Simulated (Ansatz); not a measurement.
**GeHCl2 radical: single points with varied inputs**

Aim: run GeHCl2 radical under a spread of inputs, and see what each costs and gives.

Program: Ansatz 0.2.0, Gaussian basis. Level of theory: the settings change from run to run. These are calculated values, not measurements.

## (1) The molecule

An earlier PBE0-D4 in a triple-zeta def2 set relaxation fixed the geometry.

4 atoms, charge 0, spin multiplicity 2.

Atoms are counted from 1 here; the program's logs count them from 0.

Bond lengths: Cl1–Ge2 2.151 Å, Ge2–Cl3 2.151 Å, Ge2–H4 1.555 Å. Angles: Cl1–Ge2–Cl3 108.1°, Cl1–Ge2–H4 107.4°, Cl3–Ge2–H4 107.4°.

Geometry (Å):

```csv
atom,x (Å),y (Å),z (Å)
Cl1,-1.67954,0.75374,-0.61504
Ge2,0.21433,-0.25312,-0.45595
Cl3,0.21014,-1.40115,1.36279
H4,1.31057,0.84023,-0.31210
```

## (2) HSE06/6-31G*

Set apart from the defaults: finite nuclei.

in.yaml

```yaml
crystal:
  periodic: [false, false, false]
  atoms:
    - {symbol: Cl, position_ang: [-1.679538, 0.753737, -0.615038]}
    - {symbol: Ge, position_ang: [0.214334, -0.253120, -0.455953]}
    - {symbol: Cl, position_ang: [0.210138, -1.401151, 1.362791]}
    - {symbol: H, position_ang: [1.310566, 0.840235, -0.312101]}
basis:
  gaussian: {orbitals: "6-31G*", nuclear_model: gaussian}
magnetization: {spin_polarized: true, initial_magnetization: 1}
hamiltonian: {xc: {name: HSE06}}
output: {forces: true}
```

Command:

```console
> ansatz run in.yaml --threads 2 --pin off --events-out ev --progress --plain --max-ram 32768MiB --backend cpu
```

Log, shortened:

```text
Functional definition: HSE06
  name "HSE06"
  cite "Heyd, Scuseria & Ernzerhof, J. Chem. Phys. 118, 8207 (2003) doi:10.1063/1.1564060"
  cite "Krukau, Vydrov, Izmaylov & Scuseria, J. Chem. Phys. 125, 224106 (2006) doi:10.1063/1.2404663"
  cite "Heyd & Scuseria, J. Chem. Phys. 120, 7274 (2004) doi:10.1063/1.1668634"
  cite "Ernzerhof & Perdew, J. Chem. Phys. 109, 3313 (1998) doi:10.1063/1.476928"
  cite "Perdew, Burke & Ernzerhof, Phys. Rev. Lett. 77, 3865 (1996) doi:10.1103/PhysRevLett.77.3865"
  parent pbe
[...]
  # The whole range is PBE's own exchange, as in plane waves. The composition of these papers is wPBEh.
[...]
670 factors; integrals over basis functions are off by at most 4.6e-4 eV
60 factors; integrals over basis functions are off by at most 2.7e-7 eV
[...]
mean field -81556.52636334 eV, -2997.1470628537 hartree, gradient 5.6e-5 eV, S^2 0.752553; 0 other end points of the search recorded, 0 dependent functions left out
[...]
reference -81556.52639510 eV, -2997.1470640207 hartree; 34, 33 occupied and 41, 42 virtual orbitals, 670 factors
Total energy: -81556.52639510 eV, -2997.1470640207 hartree
Atom 0 at    -1.679538     0.753737    -0.615038 Å, force    -0.195388     0.131353    -0.013794 eV/Å
Atom 1 at     0.214334    -0.253120    -0.455953 Å, force     0.137339    -0.092587    -0.232096 eV/Å
Atom 2 at     0.210138    -1.401151     1.362791 Å, force     0.016412    -0.110156     0.207875 eV/Å
Atom 3 at     1.310566     0.840235    -0.312101 Å, force     0.041636     0.071390     0.038014 eV/Å
Dipole moment:     0.327430     0.063278    -0.243895 e Å
```

Wall time 3.1 s (2 threads, shared host).

Largest force 0.285 eV/Å, dipole 1.98 D, ⟨S²⟩ 0.753.

## (3) BCCD(T)/6-31G

Set apart from the defaults: a point charge of -1.00 e beside it.

Edit in.yaml of step 2 so:

```diff
@@ -8,5 +8,5 @@
 basis:
-  gaussian: {orbitals: "6-31G*", nuclear_model: gaussian}
+  gaussian: {orbitals: 6-31G, point_charges: [{charge: -1.00, position_ang: [6.014, -0.905, -0.552]}]}
 magnetization: {spin_polarized: true, initial_magnetization: 1}
-hamiltonian: {xc: {name: HSE06}}
-output: {forces: true}
+hamiltonian: {xc: {name: HF}}
+correlation: {method: bccd_t}
```

Same command.

Log, shortened:

```text
Functional definition: HF
  name "HF"
  cite "Fock, Z. Phys. 61, 126 (1930) doi:10.1007/BF01340294"
  parent pbe
[...]
568 factors; integrals over basis functions are off by at most 4.2e-4 eV
[...]
mean field -81486.77911084 eV, -2994.5838986008 hartree, gradient 3.1e-6 eV, S^2 0.754590; 0 other end points of the search recorded, 0 dependent functions left out
19 core orbitals not correlated: weight in the atoms' cores, before any rotation towards them, 1.000 or more for the frozen orbitals, at most 0.000 for the correlated occupied ones
reference -81486.77911084 eV, -2994.5838986008 hartree; 15, 14 occupied and 23, 24 virtual orbitals, 568 factors
second order -7.56484870 eV of doubles, -0.00000000 eV of singles
cycle   1  -7.48621977 eV  change    7.9e-2 eV  update   7.5e-2
[...]
cycle  10  -7.75257083 eV  change    3.3e-5 eV  update   1.7e-5
perturbative correction -0.15464801 eV, -0.0056832097 hartree
Total energy: -81494.68632969 eV, -2994.8744835337 hartree
```

Run time: 3.3 s. Hardware: 2 threads, shared host.

⟨S²⟩ 0.755.

## (4) wPBEh/def2-mTZVP

This run has charge +1, multiplicity 1.

in.yaml

```yaml
crystal:
  periodic: [false, false, false]
  atoms:
    - {symbol: Cl, position_ang: [-1.679538, 0.753737, -0.615038]}
    - {symbol: Ge, position_ang: [0.214334, -0.253120, -0.455953]}
    - {symbol: Cl, position_ang: [0.210138, -1.401151, 1.362791]}
    - {symbol: H, position_ang: [1.310566, 0.840235, -0.312101]}
basis:
  gaussian: {orbitals: def2-mTZVP}
total_charge: 1
hamiltonian: {xc: {name: wPBEh}}
output: {forces: true}
```

The command is unchanged.

Log, shortened:

```text
Functional definition: wPBEh
  name "wPBEh"
  cite "Heyd, Scuseria & Ernzerhof, J. Chem. Phys. 118, 8207 (2003) doi:10.1063/1.1564060"
  cite "Krukau, Vydrov, Izmaylov & Scuseria, J. Chem. Phys. 125, 224106 (2006) doi:10.1063/1.2404663"
  cite "Heyd & Scuseria, J. Chem. Phys. 120, 7274 (2004) doi:10.1063/1.1668634"
  cite "Ernzerhof & Perdew, J. Chem. Phys. 109, 3313 (1998) doi:10.1063/1.476928"
  cite "Perdew, Burke & Ernzerhof, Phys. Rev. Lett. 77, 3865 (1996) doi:10.1103/PhysRevLett.77.3865"
  parent pbe
[...]
745 factors; integrals over basis functions are off by at most 6.1e-4 eV
60 factors; integrals over basis functions are off by at most 3.3e-7 eV
[...]
mean field -81557.69160790 eV, -2997.1898848014 hartree, gradient 1.9e-5 eV, S^2 0.000000; 0 other end points of the search recorded, 0 dependent functions left out
[...]
reference -81557.69163871 eV, -2997.1898859336 hartree; 33, 33 occupied and 50, 50 virtual orbitals, 745 factors
Total energy: -81557.69163871 eV, -2997.1898859336 hartree
Atom 0 at    -1.679538     0.753737    -0.615038 Å, force     1.066523    -0.979742    -0.490702 eV/Å
Atom 1 at     0.214334    -0.253120    -0.455953 Å, force    -1.449775     1.337485     2.842375 eV/Å
Atom 2 at     0.210138    -1.401151     1.362791 Å, force     0.082877     0.141972    -1.520251 eV/Å
Atom 3 at     1.310566     0.840235    -0.312101 Å, force     0.300374    -0.499715    -0.831422 eV/Å
Dipole moment:     0.473857     0.044943    -0.403770 e Å
```

It took 2.1 s on 2 threads, shared host.

Largest force 3.460 eV/Å.

## (5) BLYP/def2-TZVPP

Set apart from the defaults: a grid of angular degree 23, D3(BJ) dispersion.

Edit in.yaml of step 4 so:

```diff
@@ -8,5 +8,4 @@
 basis:
-  gaussian: {orbitals: def2-mTZVP}
-total_charge: 1
-hamiltonian: {xc: {name: wPBEh}}
-output: {forces: true}
+  gaussian: {orbitals: def2-TZVPP, final_grid: {core_spheres: 8, valence_spheres: 7, degree: 23}}
+magnetization: {spin_polarized: true, initial_magnetization: 1}
+hamiltonian: {xc: {name: BLYP}, dispersion: d3bj}
```

The command is unchanged.

Log:

```text
Functional definition: BLYP
  name "BLYP"
  cite "Becke, Phys. Rev. A 38, 3098 (1988) doi:10.1103/PhysRevA.38.3098"
  cite "Lee, Yang & Parr, Phys. Rev. B 37, 785 (1988) doi:10.1103/PhysRevB.37.785"
  parameter beta = 0.0042
  parameter a = 0.04918
  parameter b = 0.132
  parameter c = 0.2533
  parameter d = 0.349
  exchange = b88_x(beta = beta)
  correlation = lyp_c(a = a, b = b, c = c, d = d)
1005 factors; their error is unknown
mean field evaluation 1: about -81582.0058 eV, gradient 2.2e1 eV
mean field evaluation 2: about -81579.9959 eV, gradient 3.4e1 eV
mean field evaluation 4: about -81583.3671 eV, gradient 1.3e0 eV
mean field evaluation 8: about -81583.3519 eV, gradient 2.7e-2 eV
mean field evaluation 16: about -81583.3519 eV, gradient 5.4e-5 eV
mean field -81583.35191335 eV, -2998.1328836334 hartree, gradient 5.4e-5 eV, S^2 0.751724; 0 other end points of the search recorded, 0 dependent functions left out
reference -81583.35225769 eV, -2998.1328962879 hartree; 34, 33 occupied and 112, 113 virtual orbitals, 1005 factors
Total energy: -81583.59316737 eV, -2998.1417495552 hartree
```

Run time: 1.7 s. Hardware: 2 threads, shared host.

⟨S²⟩ 0.752.

## (6) HSE06/def2-SVP

Set apart from the defaults: charge +1, multiplicity 1, the search for lower states set to light.

in.yaml

```yaml
crystal:
  periodic: [false, false, false]
  atoms:
    - {symbol: Cl, position_ang: [-1.679538, 0.753737, -0.615038]}
    - {symbol: Ge, position_ang: [0.214334, -0.253120, -0.455953]}
    - {symbol: Cl, position_ang: [0.210138, -1.401151, 1.362791]}
    - {symbol: H, position_ang: [1.310566, 0.840235, -0.312101]}
basis:
  gaussian: {orbitals: def2-SVP}
total_charge: 1
hamiltonian: {xc: {name: HSE06}}
scf: {lower_state_search: light}
output: {forces: true}
```

The command is unchanged.

Log, shortened:

```text
Functional definition: HSE06
  name "HSE06"
  cite "Heyd, Scuseria & Ernzerhof, J. Chem. Phys. 118, 8207 (2003) doi:10.1063/1.1564060"
  cite "Krukau, Vydrov, Izmaylov & Scuseria, J. Chem. Phys. 125, 224106 (2006) doi:10.1063/1.2404663"
  cite "Heyd & Scuseria, J. Chem. Phys. 120, 7274 (2004) doi:10.1063/1.1668634"
  cite "Ernzerhof & Perdew, J. Chem. Phys. 109, 3313 (1998) doi:10.1063/1.476928"
  cite "Perdew, Burke & Ernzerhof, Phys. Rev. Lett. 77, 3865 (1996) doi:10.1103/PhysRevLett.77.3865"
  parent pbe
[...]
  # The whole range is PBE's own exchange, as in plane waves. The composition of these papers is wPBEh.
[...]
683 factors; integrals over basis functions are off by at most 1.3e-3 eV
55 factors; integrals over basis functions are off by at most 3.7e-7 eV
[...]
mean field -81541.13225739 eV, -2996.5813398944 hartree, gradient 4.8e-5 eV, S^2 0.000000; 0 other end points of the search recorded, 0 dependent functions left out
[...]
reference -81541.13228330 eV, -2996.5813408466 hartree; 33, 33 occupied and 40, 40 virtual orbitals, 683 factors
Total energy: -81541.13228330 eV, -2996.5813408466 hartree
Atom 0 at    -1.679538     0.753737    -0.615038 Å, force     0.980376    -0.948043    -0.489559 eV/Å
Atom 1 at     0.214334    -0.253120    -0.455953 Å, force    -1.380126     1.333202     2.771160 eV/Å
Atom 2 at     0.210138    -1.401151     1.362791 Å, force     0.068051     0.092339    -1.444458 eV/Å
Atom 3 at     1.310566     0.840235    -0.312101 Å, force     0.331698    -0.477498    -0.837143 eV/Å
Dipole moment:     0.478513     0.039502    -0.414148 e Å
```

Wall time 1.6 s (2 threads, shared host).

Largest force 3.371 eV/Å.

## (7) wB97M-V/aug-cc-pVDZ

This run has atoms shaken by 0.08 Å.

in.yaml

```yaml
crystal:
  periodic: [false, false, false]
  atoms:
    - {symbol: Cl, position_ang: [-1.691512, 0.739006, -0.610972]}
    - {symbol: Ge, position_ang: [0.169251, -0.264433, -0.436278]}
    - {symbol: Cl, position_ang: [0.297483, -1.372869, 1.297600]}
    - {symbol: H, position_ang: [1.300465, 0.813405, -0.186308]}
basis:
  gaussian: {orbitals: aug-cc-pVDZ}
magnetization: {spin_polarized: true, initial_magnetization: 1}
hamiltonian: {xc: {name: wB97M-V}}
output: {forces: true}
```

Launched as before.

Log, shortened:

```text
Functional definition: wB97M-V
  name "wB97M-V"
  cite "Mardirossian & Head-Gordon, J. Chem. Phys. 144, 214110 (2016) doi:10.1063/1.4952647"
  cite "Becke, J. Chem. Phys. 107, 8554 (1997) doi:10.1063/1.475007"
  cite "Vydrov & Van Voorhis, J. Chem. Phys. 133, 244103 (2010) doi:10.1063/1.3521275"
  # Of w^i u^j: cxij and so on, Table III.
[...]
  gx(w, u) = 1 - cx + cx01*u + cx10*w
  gss(w, u) = css00 + css04*u^4 + css10*w + css20*w^2 + css43*w^4*u^3
  gos(w, u) = cos00 + cos10*w + (cos20 + cos21*u)*w^2 + (cos60 + cos61*u)*w^6
[...]
      + integral(e_c_pw_mod_opposite_spin*gos(b97_w_opposite, b97_u_opposite)) + vv10(b, c)
1025 factors; integrals over basis functions are off by at most 6.2e-4 eV
308 factors; integrals over basis functions are off by at most 1.5e-5 eV
[...]
mean field -81576.12548939 eV, -2997.8673174512 hartree, gradient 1.0e-5 eV, S^2 0.752644; 0 other end points of the search recorded, 0 dependent functions left out
[...]
reference -81576.12556008 eV, -2997.8673200490 hartree; 34, 33 occupied and 65, 66 virtual orbitals, 1025 factors
Total energy: -81576.12556008 eV, -2997.8673200490 hartree
Atom 0 at    -1.691512     0.739006    -0.610972 Å, force    -0.852438     0.401842     0.021182 eV/Å
Atom 1 at     0.169251    -0.264433    -0.436278 Å, force     1.343566     1.099386    -1.591626 eV/Å
Atom 2 at     0.297483    -1.372869     1.297600 Å, force    -0.119892    -1.319400     1.883236 eV/Å
Atom 3 at     1.300465     0.813405    -0.186308 Å, force    -0.371236    -0.181828    -0.312792 eV/Å
Dipole moment:     0.239822    -0.004351    -0.176653 e Å
```

It took 14 s on 2 threads, shared host; peak memory 0.53 GiB.

Largest force 2.355 eV/Å, dipole 1.43 D, ⟨S²⟩ 0.753.

## (8) r2SCANh/STO-3G

Set apart from the defaults: multiplicity 4, coordinates scaled by 1.12, D3(BJ) with three-body dispersion, high accuracy.

in.yaml

```yaml
crystal:
  periodic: [false, false, false]
  atoms:
    - {symbol: Cl, position_ang: [-1.881082, 0.844185, -0.688843]}
    - {symbol: Ge, position_ang: [0.240054, -0.283495, -0.510668]}
    - {symbol: Cl, position_ang: [0.235355, -1.569290, 1.526326]}
    - {symbol: H, position_ang: [1.467833, 0.941063, -0.349553]}
basis:
  gaussian: {orbitals: STO-3G}
magnetization: {spin_polarized: true, initial_magnetization: 3}
hamiltonian: {xc: {name: r2SCANh}, dispersion: d3bjatm}
accuracy: high
output: {forces: true}
```

The command is unchanged.

Log, shortened:

```text
Functional definition: r2SCANh
  name "r2SCANh"
  cite "Bursch, Neugebauer, Ehlert & Grimme, J. Chem. Phys. 156, 134105 (2022) doi:10.1063/5.0086040"
  cite "Furness, Kaplan, Ning, Perdew & Sun, J. Phys. Chem. Lett. 11, 8208 (2020) doi:10.1021/acs.jpclett.0c02405"
  cite "Furness, Kaplan, Ning, Perdew & Sun, J. Phys. Chem. Lett. 11, 9248 (2020) doi:10.1021/acs.jpclett.0c03077"
  parent r2scan
[...]
585 factors; integrals over basis functions are off by at most 1.2e-8 eV
[...]
mean field -80652.19784794 eV, -2963.9136028887 hartree, gradient 9.9e-8 eV, S^2 3.752668; 10 other end points of the search recorded, 0 dependent functions left out
[...]
reference -80652.19784857 eV, -2963.9136029116 hartree; 35, 32 occupied and 2, 5 virtual orbitals, 585 factors
Total energy: -80652.22730897 eV, -2963.9146855615 hartree
Atom 0 at    -1.881082     0.844185    -0.688843 Å, force    -0.242279     0.389358    -1.149112 eV/Å
Atom 1 at     0.240054    -0.283495    -0.510668 Å, force     1.366347     2.943769     1.901485 eV/Å
Atom 2 at     0.235355    -1.569290     1.526326 Å, force     0.870242    -0.879458     0.015533 eV/Å
Atom 3 at     1.467833     0.941063    -0.349553 Å, force    -1.994310    -2.453669    -0.767905 eV/Å
Dipole moment:     0.441309     0.004748    -0.416453 e Å
```

Run time: 27 s. Hardware: 2 threads, shared host.

Largest force 3.761 eV/Å, dipole 2.91 D, ⟨S²⟩ 3.753.

## (9) PBEsol/ANO-RCC-VTZP

in.yaml

```yaml
crystal:
  periodic: [false, false, false]
  atoms:
    - {symbol: Cl, position_ang: [-1.679538, 0.753737, -0.615038]}
    - {symbol: Ge, position_ang: [0.214334, -0.253120, -0.455953]}
    - {symbol: Cl, position_ang: [0.210138, -1.401151, 1.362791]}
    - {symbol: H, position_ang: [1.310566, 0.840235, -0.312101]}
basis:
  gaussian: {orbitals: ANO-RCC-VTZP}
magnetization: {spin_polarized: true, initial_magnetization: 1}
hamiltonian: {xc: {name: PBEsol}}
```

Same command.

Log:

```text
Functional definition: PBEsol
  name "PBEsol"
  cite "Perdew et al., Phys. Rev. Lett. 100, 136406 (2008) doi:10.1103/PhysRevLett.100.136406"
  cite "Perdew, Burke & Ernzerhof, Phys. Rev. Lett. 77, 3865 (1996) doi:10.1103/PhysRevLett.77.3865"
  parent pbesol
  exchange = pbesol_x
  correlation = pbesol_c
1160 factors; their error is unknown
mean field evaluation 1: about -82154.2558 eV, gradient 1.8e1 eV
mean field evaluation 2: about -82153.2495 eV, gradient 2.9e1 eV
mean field evaluation 4: about -82155.1843 eV, gradient 1.4e0 eV
mean field evaluation 8: about -82155.1754 eV, gradient 3.4e-2 eV
mean field evaluation 16: about -82155.1754 eV, gradient 5.0e-5 eV
mean field -82155.17539214 eV, -3019.1470088832 hartree, gradient 5.0e-5 eV, S^2 0.751816; 0 other end points of the search recorded, 0 dependent functions left out
reference -82155.17544987 eV, -3019.1470110046 hartree; 34, 33 occupied and 91, 92 virtual orbitals, 1160 factors
Total energy: -82155.17544987 eV, -3019.1470110046 hartree
Relativity: scalar
```

Wall time 3.9 s (2 threads, shared host).

⟨S²⟩ 0.752.

## (10) B2PLYP/def2-SVP

Set apart from the defaults: a grid of angular degree 47, a point charge of 2.00 e beside it.

Edit in.yaml of step 9 so:

```diff
@@ -8,4 +8,5 @@
 basis:
-  gaussian: {orbitals: ANO-RCC-VTZP}
+  gaussian: {orbitals: def2-SVP, final_grid: {core_spheres: 20, valence_spheres: 16, degree: 47}, point_charges: [{charge: 2.00, position_ang: [4.362, -0.379, -0.522]}]}
 magnetization: {spin_polarized: true, initial_magnetization: 1}
-hamiltonian: {xc: {name: PBEsol}}
+hamiltonian: {xc: {name: B2PLYP}}
+output: {forces: true}
```

Launched as before.

Log, shortened:

```text
Functional definition: B2PLYP
  name "B2PLYP"
  cite "Grimme, J. Chem. Phys. 124, 034108 (2006) doi:10.1063/1.2148954"
  cite "Becke, Phys. Rev. A 38, 3098 (1988) doi:10.1103/PhysRevA.38.3098"
  cite "Lee, Yang & Parr, Phys. Rev. B 37, 785 (1988) doi:10.1103/PhysRevB.37.785"
[...]
683 factors; integrals over basis functions are off by at most 1.3e-3 eV
[...]
mean field -81543.49982722 eV, -2996.6683464809 hartree, gradient 3.2e-6 eV, S^2 0.755115; 0 other end points of the search recorded, 0 dependent functions left out
19 core orbitals not correlated: weight in the atoms' cores, before any rotation towards them, 1.000 or more for the frozen orbitals, at most 0.000 for the correlated occupied ones
reference -81543.49994795 eV, -2996.6683509179 hartree; 15, 14 occupied and 39, 40 virtual orbitals, 683 factors
second order -15.88210690 eV of doubles, -0.00000000 eV of singles
[...]
Total energy: -81547.78811682 eV, -2996.8259382170 hartree
Atom 0 at    -1.679538     0.753737    -0.615038 Å, force     0.536177    -0.203262    -0.118300 eV/Å
Atom 1 at     0.214334    -0.253120    -0.455953 Å, force    -1.323094    -0.043857    -0.105443 eV/Å
Atom 2 at     0.210138    -1.401151     1.362791 Å, force     0.352648    -0.066984     0.038031 eV/Å
Atom 3 at     1.310566     0.840235    -0.312101 Å, force     0.705557     0.244952     0.104432 eV/Å
Dipole moment:    -0.420754     0.030482    -0.130128 e Å
```

Wall time 10 s (2 threads, shared host).

Largest force 1.328 eV/Å, dipole 2.12 D, ⟨S²⟩ 0.755.

## (11) All runs side by side

```csv
level,charge,multiplicity,geometry,functions,energy (eV),time
HSE06/6-31G*,0,2,relaxed,75,-81556.526,3.1 s
BCCD(T)/6-31G,0,2,"relaxed, point charge",57,-81494.686,3.3 s
wPBEh/def2-mTZVP,1,1,relaxed,83,-81557.692,2.1 s
BLYP/def2-TZVPP,0,2,relaxed,146,-81583.593,1.7 s
HSE06/def2-SVP,1,1,relaxed,73,-81541.132,1.6 s
wB97M-V/aug-cc-pVDZ,0,2,shaken,99,-81576.126,14 s
r2SCANh/STO-3G,0,4,scaled,37,-80652.227,27 s
PBEsol/ANO-RCC-VTZP,0,2,relaxed,125,-82155.175,3.9 s
B2PLYP/def2-SVP,0,2,"relaxed, point charge",73,-81547.788,10 s
```

## (12) Results

| quantity | value |
| --- | --- |
| runs | 9 |
| quickest | HSE06/def2-SVP, 1.6 s |
| slowest | r2SCANh/STO-3G, 27 s |
| spread of total energies, same state and geometry | 598.6 eV |

**Reading.** r2SCANh/STO-3G took 17 times as long as HSE06/def2-SVP. The jobs differ in tasks and options as well as level. The totals spread over 599 eV; they can't be compared across methods or bases. Some of these runs are scalar-relativistic and others not, which shifts the totals of all-electron atoms past neon by eV; core potentials, where a basis has them, take the core out of the total altogether. At the PBE0-D4/def2-TZVP geometry and in the same state, runs without warnings or point charges leave forces up to 0.29 eV/Å (HSE06/6-31G*), against 2.4 eV/Å where the atoms were moved.
